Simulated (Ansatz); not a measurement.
# H4Si: the cost of one run

Method: PBE0-D4/def2-TZVP structures, single points in def2-TZVPP, no counterpoise correction; program: Ansatz 0.2.0, Gaussian basis.

Levels: SPW92, PBE-D4, BLYP-D4, r2SCAN-D4, B97M-V, PBE0-D4, B3LYP-D4, r2SCAN0-D4, BHLYP-D4, CAM-B3LYP-D4, wB97X-V, wB97M-V, B2PLYP, PBE-QIDH, RPA on PBE, Hartree-Fock, MP2, CCSD, CCSD(T).

Cores are frozen in the correlated methods. B3LYP uses VWN-RPA correlation. B2PLYP carries no dispersion term here.

56 further runs of the same task are left out: 56 set aside as unsound or not needed.

### Step 1. The system as given

The complex: 13 atoms, charge 0, spin multiplicity 1.

Atoms are counted from 1 here; the program's logs count them from 0.

Bond lengths: Si1–H5 1.484 Å, Si1–H6 1.483 Å, Si1–H7 1.495 Å, Si1–H8 1.483 Å, N2–C3 1.438 Å, N2–C4 1.256 Å, C3–H9 1.093 Å, C3–H10 1.093 Å, C3–H11 1.099 Å, C4–H12 1.090 Å, C4–H13 1.098 Å. Angles: H5–Si1–H6 112.0°, H5–Si1–H7 106.8°, H5–Si1–H8 112.0°, H6–Si1–H7 107.1°, H6–Si1–H8 111.6°, H7–Si1–H8 107.1°, C3–N2–C4 119.0°, N2–C3–H9 108.9°, N2–C3–H10 108.9°, N2–C3–H11 113.5°, H9–C3–H10 106.8°, H9–C3–H11 109.2°, H10–C3–H11 109.2°, N2–C4–H12 119.2°, N2–C4–H13 123.1°, H12–C4–H13 117.7°.

Geometry (Å):

```xyz
13

Si    1.1287    1.0708    1.6118
N    -0.2893   -0.1959   -0.6103
C    -1.0081   -1.4211   -0.3886
C    -0.2934    0.3122   -1.7593
H     1.3307    1.9019    0.3992
H    -0.2990    1.0054    2.0083
H     1.8629    1.7447    2.7256
H     1.7147   -0.2831    1.4605
H    -1.7515   -1.2591    0.3965
H    -0.3132   -2.1771   -0.0136
H    -1.5094   -1.8047   -1.2877
H     0.2496    1.2411   -1.9309
H    -0.8228   -0.1349   -2.6114
```

Its parts: SiH4 holds atoms 1, 5, 6, 7, 8; C2H5N holds atoms 2, 3, 4, 9, 10, 11, 12, 13. Each part counts its atoms afresh in its own runs.

### Step 2. Relaxing SiH4 alone

relax-a/in.yaml reads:

```yaml
crystal:
  periodic: [false, false, false]
  atoms:
    - {symbol: Si, position_ang: [1.128713, 1.070799, 1.611823]}
    - {symbol: H, position_ang: [1.330703, 1.901854, 0.399212]}
    - {symbol: H, position_ang: [-0.298953, 1.005428, 2.008292]}
    - {symbol: H, position_ang: [1.862874, 1.744705, 2.725582]}
    - {symbol: H, position_ang: [1.714729, -0.283148, 1.460478]}
basis:
  gaussian: {orbitals: def2-TZVP}
hamiltonian: {xc: pbe0, dispersion: d4}
relax: {f_tol: 0.005, max_steps: 200}
```

Run with:

```
ansatz run in.yaml --threads 4 --pin off --events-out ev --progress --plain --max-ram 9574MiB
```

**Question.** How long does this run take on 4 threads of Arm Neoverse V1, shared host?

About 1.3 s.
